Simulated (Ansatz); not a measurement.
# H2Br+ (singlet): from Hartree-Fock to the top rungs at distance Br1–H2 = 2.039 Å, 6-31G

How much of the correlation energy of H2Br+ (singlet) does each wave-function method recover here?

The runs use Ansatz 0.2.0, Gaussian basis; 6-31G, core rule «outside noble gas», up to 14 orbitals frozen.

To be run: UHF; CCSD(T) on RHF; CCSD(T) on UHF; BCCD(T) on RHF; CISD; CCSDT(Q) on RHF; CCSDT(Q) on UHF; CCSDTQ on RHF; CASSCF and MRCISD+Q, 2 electrons in 2 orbitals; CASSCF and NEVPT2, 2 electrons in 2 orbitals; CASSCF and MRCISD+Q, 8 electrons in 6 orbitals; CASSCF and NEVPT2, 8 electrons in 6 orbitals; Full CI.

24 further runs of the same task are left out: 21 that didn't finish, 3 set aside as unsound or not needed. Runs told in other sessions of the task aren't counted.

## (1) The geometry

The geometry derives from a PBE0/def2-TZVP stationary point (not a proven minimum). One bond is set to the value named and the two fragments are kept rigid. No spin-orbit coupling is included. The filled d shell of Br may be among the frozen orbitals whatever the setting's name suggests.

3 atoms, charge 1, spin multiplicity 1.

Atoms are counted from 1 here; the program's logs count them from 0.

Bond lengths: Br1–H3 1.447 Å.

## (2) UHF

in.yaml reads:

```yaml
crystal:
  periodic: [false, false, false]
  atoms:
    - {symbol: Br, position_ang: [0.000000, -0.029650, 0.005261]}
    - {symbol: H, position_ang: [0.000000, 1.379753, -1.468206]}
    - {symbol: H, position_ang: [0.000000, 0.970725, 1.051108]}
basis:
  gaussian: {orbitals: 6-31G}
total_charge: 1
magnetization: {spin_polarized: true, initial_magnetization: 0}
hamiltonian: {xc: hf}
output: {orbitals: {seedname: orbitals}}
```

Launch:

```
$ ansatz run in.yaml --threads 1 --pin off --events-out ev --progress --plain --max-ram 2393MiB
```

Further steps of the session: CCSD(T) on RHF; CCSD(T) on UHF; BCCD(T) on RHF; CISD; CCSDT(Q) on RHF; CCSDT(Q) on UHF; CCSDTQ on RHF; CASSCF and MRCISD+Q, 2 electrons in 2 orbitals; CASSCF and NEVPT2, 2 electrons in 2 orbitals; CASSCF and MRCISD+Q, 8 electrons in 6 orbitals; CASSCF and NEVPT2, 8 electrons in 6 orbitals; Full CI.

Q: Predict the results of all the runs planned. Wanted: FCI from the RHF energy; RMP2 from FCI; RCCSD from FCI; RCCSD(T) from FCI; RCCSDT(Q) from FCI; NEVPT2 pair from FCI; MRCISD+Q pair from FCI; NEVPT2 valence from FCI; T1 diagnostic.

As calculated:

| quantity | value |
| --- | --- |
| FCI from the RHF energy | -2.3518 eV |
| RMP2 from FCI | +58.5 kJ/mol |
| RCCSD from FCI | +3.3 kJ/mol |
| RCCSD(T) from FCI | +0.5 kJ/mol |
| RCCSDT(Q) from FCI | 0.0 kJ/mol |
| NEVPT2 pair from FCI | +26.3 kJ/mol |
| MRCISD+Q pair from FCI | -0.1 kJ/mol |
| NEVPT2 valence from FCI | +15.4 kJ/mol |
| levels within 1 kcal/mol (43 meV) | RCCSD, RCCSD(T), BCCD(T), RCCSDT, RCCSDT(Q), RCCSDTQ, MRCISD pair, MRCISD+Q pair, MRCISD valence, MRCISD+Q valence |
| T1 diagnostic | 0.025 |
| effectively unpaired electrons | 0.11 |

In words: RCCSD(T) misses by +0.5 kJ/mol, 0.2 % of the correlation energy. One determinant dominates. Of the multireference levels listed MRCISD+Q pair comes nearest in total energy (-0.1 kJ/mol), which doesn't show that its space is the better one. These misses are within one basis, not against nature.
